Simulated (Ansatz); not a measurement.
**CHBClF₂N: how energies converge with the basis set**

Aim: see how fast density functionals converge with the basis set for CHBClF₂N.

The runs use Ansatz 0.2.0, Gaussian basis; one geometry, several basis sets.

The runs, in order: PBE0-D4/def2-SVP; ωB97M-V/def2-SVP; PBE0-D4/def2-QZVPP; ωB97M-V/def2-QZVPP; the functionals' def2-TZVPP values are taken from earlier runs.

## Step 1: The geometry

An earlier PBE0-D4 in a triple-zeta def2 set relaxation fixed the geometry.

SMILES `N=C(F)B(F)Cl`, 7 atoms, charge 0, spin multiplicity 1.

Atoms are counted from 1 here; the program's logs count them from 0.

Bond lengths: N1–C2 1.249 Å, N1–H7 1.021 Å, C2–F3 1.349 Å, C2–B4 1.583 Å, B4–F5 1.306 Å, B4–Cl6 1.736 Å. Angles: C2–N1–H7 112.3°, N1–C2–F3 122.6°, N1–C2–B4 122.3°, F3–C2–B4 115.1°, C2–B4–F5 118.7°, C2–B4–Cl6 121.4°, F5–B4–Cl6 119.9°.

## Step 2: PBE0-D4 in def2-SVP

File in.yaml:

```yaml
crystal:
  periodic: [false, false, false]
  atoms:
    - {symbol: N, position_ang: [0.889016, -1.240689, 0.174868]}
    - {symbol: C, position_ang: [-0.085078, -0.459491, 0.145105]}
    - {symbol: F, position_ang: [-1.328382, -0.833554, 0.511334]}
    - {symbol: B, position_ang: [0.051034, 1.045163, -0.326206]}
    - {symbol: F, position_ang: [1.223692, 1.482543, -0.698738]}
    - {symbol: Cl, position_ang: [-1.318710, 2.110586, -0.355111]}
    - {symbol: H, position_ang: [0.629527, -2.172459, 0.503047]}
basis:
  gaussian: {orbitals: def2-SVP}
hamiltonian: {xc: pbe0, dispersion: d4}
output: {orbitals: {seedname: orbitals}}
```

Launch:

```sh
> ansatz run in.yaml --threads 4 --pin off --events-out ev --progress --plain --max-ram 10444MiB
```

The runs that follow: ωB97M-V in def2-SVP; PBE0-D4 in def2-QZVPP; ωB97M-V in def2-QZVPP.

Q: Predict the results of all the runs planned. Wanted: PBE0-D4: double and triple zeta above quadruple; ωB97M-V: double and triple zeta above quadruple.

As calculated:

| quantity | value |
| --- | --- |
| PBE0-D4: double and triple zeta above quadruple | 15.31, 0.81 eV |
| ωB97M-V: double and triple zeta above quadruple | 15.43, 0.76 eV |

What this shows: For PBE0-D4 the step from double to triple zeta gains 14.50 eV and the next only 0.81 eV. Total energies overstate the basis error of differences, where much of it tends to cancel.
